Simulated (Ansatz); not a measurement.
# HfO2: a tetragonal deformation path

The task here is to estimate one member of a computed series from the others.

Program: Ansatz 0.2.0. Level of theory: DFT r2SCAN, scalar-relativistic, plane waves, PAW. These are calculated values, not measurements.

## The structure to begin with

The structure is cubic, space group Fm-3m (No. 225). The conventional cell has a = 5.115 Å, b = 5.115 Å, c = 5.115 Å, α = 90.00°, β = 90.00°, γ = 90.00°. Hf (site symmetry m-3m) is surrounded by 8 O at 2.21 Å. O (site symmetry -43m) is surrounded by 4 Hf at 2.21 Å.

As a file:

```
Hf O
1.0
     0.00000    2.55750    2.55750
     2.55750    0.00000    2.55750
     2.55750    2.55750    0.00000
Hf O
1 2
Cartesian
  0.0000 0.0000 0.0000
  1.2788 1.2788 1.2788
  3.8363 3.8363 3.8363
```

No relaxation comes first: the listed cell is the starting point.

## The reference cell

Reference values: F = -16876.1609 eV; pressure -8.43 GPa; largest force 0.000 eV/Å; gap on the mesh 4.21 eV. It was computed beforehand with the settings of the runs below.

The first run:

At fixed volume and fractional coordinates, lengths along (0.000, 0.000, 1.000) are scaled against those across it; ρ is that ratio over its starting value.

input.yaml

```yaml
crystal:
  lattice:
    - [0.0, 2.8708412057, 2.0296847325]
    - [2.8708412057, 0.0, 2.0296847325]
    - [2.8708412057, 2.8708412057, 0.0]
  atoms:
    - { symbol: Hf, position: [0.0, 0.0, 0.0] }
    - { symbol: O, position: [0.25, 0.25, 0.25] }
    - { symbol: O, position: [0.75, 0.75, 0.75] }
basis:
  ecutwfc: 500
kpoints:
  mp_grid: { grid: [8, 8, 8] }
hamiltonian:
  xc: r2scan
scf:
  occupations: { method: gaussian, width: 0.05 }
output:
  forces: true
  stress: true
  eigenvalues: true
```

The run is started by

```
$ ansatz run input.yaml --threads 1 --pin off --max-ram 2560MiB --backend cpu --events-out ev --progress --plain --runs-dir out
```

Steps of the session up to this table: At ρ = 0.707; ρ = 1.414; ρ = 0.850; Point ρ = 1.200; ρ = 0.780; Point ρ = 1.300; Point ρ = 0.920; ρ = 1.100; Point ρ = 0.650; Point ρ = 1.500; At ρ = 0.960; At ρ = 1.050.

One of the session's tables, all rows but one given; the rest of the session is left out.

It belongs to the step «The scan collected». Collected from the runs (energy zero: the undisturbed cell):

| ρ | ΔE (meV/atom) | pressure (GPa) | gap on the mesh (eV) |
| --- | --- | --- | --- |
| 0.650 | 1698.0 | -2.4 | 0.00 |
| 0.707 | 1305.9 | -1.9 | 0.00 |
| 0.780 | 690.1 | -3.8 | 0.37 |
| 0.850 | 290.2 | -6.8 | 1.95 |
| 0.920 | 75.9 | -8.1 | 3.22 |
| 0.960 | 18.2 | -8.3 | 3.82 |
| 1.000 | 0.0 | -8.4 | 4.21 |
| 1.050 | ? | ? | ? |
| 1.100 | 100.8 | -8.1 | 3.02 |
| 1.200 | 376.6 | -7.2 | 1.35 |
| 1.300 | 796.6 | -5.8 | 0.00 |
| 1.414 | 1382.2 | -4.2 | 0.00 |
| 1.500 | 1806.5 | -4.7 | 0.00 |

**Question.** Estimate the row for ρ = 1.050.

Worked estimate for «ΔE (meV/atom)». A straight line through the neighbours (1.000, 0.0) and (1.100, 100.8) gives 0.0 + (100.8 − 0.0) × (1.050 − 1.000) / (1.100 − 1.000) = 50.4; a parabola fitted to 4 rows on both sides gives 28.3.

As computed: ΔE (meV/atom): 26.2; pressure (GPa): -8.3; gap on the mesh (eV): 3.77. In «ΔE (meV/atom)» the line misses by +24.2 and the parabola by +2.1.

Where the gap reads zero, the mesh chosen for the insulator is on the coarse side.
